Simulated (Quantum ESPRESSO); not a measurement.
GaGe3 under changes of volume

One of the cells (19.580 Å³/atom); the others are scaled copies at fixed shape and fractional positions:

```
Ge Ga
1.0
     4.27847    0.00000    0.00000
     0.00000    4.27847    0.00000
     0.00000    0.00000    4.27847
Ge Ga
3 1
Direct
  0.50000 0.50000 0.00000
  0.50000 0.00000 0.50000
  0.00000 0.50000 0.50000
  0.00000 0.00000 0.00000
```

The cell comes from a database or a generator and needn't be the stable form of this composition.

```yaml
Program: Quantum ESPRESSO 7.5
Functional: LDA
Potentials_or_basis: GBRV 1.5 LDA
Cutoff: 762 eV
Density_cutoff: 6095 eV
k_mesh: 6 × 6 × 6
Occupations: fermi-dirac, width 0.05 eV
Spin: no spin polarisation
```

```tsv
volume (Å³/atom)	energy over the lowest point (meV/atom)	pressure (GPa)
18.405	0.00	-1.5
18.796	5.07	-2.8
19.188	13.12	-3.9
19.580	23.76	-4.9
19.971	36.76	-5.8
20.363	51.74	-6.6
20.754	?	?
```

Question: What does the run at 20.754 Å³/atom give?

Answer: Energy over the lowest point 68.49 meV/atom; pressure -7.3 GPa.

Worked out: A Birch-Murnaghan fit of order 3 (a polynomial in V^(-2/3)) to the other rows has its minimum at 18.03 Å³/atom, just outside them, with B0 = V·E''(V) = 72 GPa and B' = 4.8. It gives 68.50 meV/atom at 20.754 Å³/atom, against the run's 68.49, and -dE/dV = -7.2 GPa, against -7.3.

Energies are extrapolated to zero smearing.
